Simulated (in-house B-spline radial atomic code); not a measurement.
# Eu⁴⁺: binding energies from hole states

Wanted: ΔSCF binding energies of Eu⁴⁺.

Method: Dirac-Hartree-Fock, average of configuration, Fermi nucleus, basis-set limit. Code: in-house B-spline radial atomic code version 1.

## Step 1: The system

| Item | Value |
| --- | --- |
| element | europium (Z = 63) |
| charge | +4 |
| electrons | 59 |
| configuration | [Xe] 4f5 |
| Hamiltonian | Dirac-Coulomb |
| nucleus | Fermi, rms radius 5.112 fm |

Outer shells as boxes (Hund's rule):

[Xe] 4f5
```
[Xe] core
4f [↑ ][↑ ][↑ ][↑ ][↑ ][  ][  ]
```

The boxes draw the filling by Hund's rule, which heavy ions in jj coupling don't follow; these runs average over all states of the configuration.

Settings, as recorded:

```ini
Z = 63
electrons = 59.0
configuration = [Xe] 4f5
hamiltonian = dirac
method = hf
spin_polarised = False
nucleus = fermi
rms_radius = 5.1115
mass_number = 153
atomic_mass = 152.921236789
speed_of_light = 137.035999084
```

This reference run was done before. Its total energy is -10843.761029 hartree, and its levels are (the highest eight at most):

```
orbital  occupation  energy (eV)  <r> (bohr)
  4p3/2           4      -337.19      0.6043
  4d3/2           4      -211.50      0.6428
  4d5/2           6      -205.93      0.6527
  5s1/2           2      -100.59       1.335
  5p1/2           2      -76.070       1.458
  5p3/2           4      -71.182       1.528
  4f5/2     2.14286      -64.934      0.8007
  4f7/2     2.85714      -64.235      0.8077
```

## Step 2: The 1s hole

Settings, as recorded:

```ini
Z = 63
electrons = 58.0
configuration = 1s1 2s2 2p6 3s2 3p6 3d10 4s2 4p6 4d10 4f5 5s2 5p6
hamiltonian = dirac
method = hf
spin_polarised = False
nucleus = fermi
rms_radius = 5.1115
mass_number = 153
atomic_mass = 152.921236789
speed_of_light = 137.035999084
```

## Step 3: The 2s hole

Settings: those of step 2 with these lines changed.

```diff
@@ -2,3 +2,3 @@
 electrons = 58.0
-configuration = 1s1 2s2 2p6 3s2 3p6 3d10 4s2 4p6 4d10 4f5 5s2 5p6
+configuration = 1s2 2s1 2p6 3s2 3p6 3d10 4s2 4p6 4d10 4f5 5s2 5p6
 hamiltonian = dirac
```

## Step 4: The 2p1/2 hole

In configurations, a minus sign after the shell means j = l − 1/2 and a plus sign j = l + 1/2; the count of electrons follows.

Settings: those of step 3 with these lines changed.

```diff
@@ -2,3 +2,3 @@
 electrons = 58.0
-configuration = 1s2 2s1 2p6 3s2 3p6 3d10 4s2 4p6 4d10 4f5 5s2 5p6
+configuration = 1s2 2s2 2p-1 2p+4 3s2 3p6 3d10 4s2 4p6 4d10 4f5 5s2 5p6
 hamiltonian = dirac
```

## Step 5: The 2p3/2 hole

Settings: those of step 4 with these lines changed.

```diff
@@ -2,3 +2,3 @@
 electrons = 58.0
-configuration = 1s2 2s2 2p-1 2p+4 3s2 3p6 3d10 4s2 4p6 4d10 4f5 5s2 5p6
+configuration = 1s2 2s2 2p-2 2p+3 3s2 3p6 3d10 4s2 4p6 4d10 4f5 5s2 5p6
 hamiltonian = dirac
```

## Step 6: The 3s hole

Settings: those of step 5 with these lines changed.

```diff
@@ -2,3 +2,3 @@
 electrons = 58.0
-configuration = 1s2 2s2 2p-2 2p+3 3s2 3p6 3d10 4s2 4p6 4d10 4f5 5s2 5p6
+configuration = 1s2 2s2 2p6 3s1 3p6 3d10 4s2 4p6 4d10 4f5 5s2 5p6
 hamiltonian = dirac
```

## Step 7: The 3p1/2 hole

Settings: those of step 6 with these lines changed.

```diff
@@ -2,3 +2,3 @@
 electrons = 58.0
-configuration = 1s2 2s2 2p6 3s1 3p6 3d10 4s2 4p6 4d10 4f5 5s2 5p6
+configuration = 1s2 2s2 2p6 3s2 3p-1 3p+4 3d10 4s2 4p6 4d10 4f5 5s2 5p6
 hamiltonian = dirac
```

Q: What does each hole state cost in eV, and how does that compare with the orbital energies or single holes?

**Answer**, as computed:

| hole | ΔSCF (eV) | with Breit, QED, recoil (eV) | −ε of the parent (eV) | −ε less ΔSCF (eV) |
| --- | --- | --- | --- | --- |
| 1s | 48782.6 | 48577.7 | 48857.2 | 74.58 |
| 2s | 8143.53 | 8120.07 | 8184.84 | 41.31 |
| 2p1/2 | 7702.58 | 7679.68 | 7747.92 | 45.34 |
| 2p3/2 | 7054.91 | 7039.41 | 7098.19 | 43.29 |
| 3s | 1875.03 | 1870.63 | 1895.23 | 20.20 |
| 3p1/2 | 1685.35 | 1681.37 | 1706.28 | 20.94 |

**Reading.** Relaxation of the remaining electrons brings each binding energy under −ε, by 74.6 eV for 1s and 20.94 eV for 3p1/2. The difference of the 1s and 2p3/2 holes gives a Kα1 line at 41538.3 eV for this charge state (with Breit, QED and recoil). The spin-orbit splitting of the 2p hole is 640.28 eV with those corrections. Values are for the free ion, measured from the vacuum level.
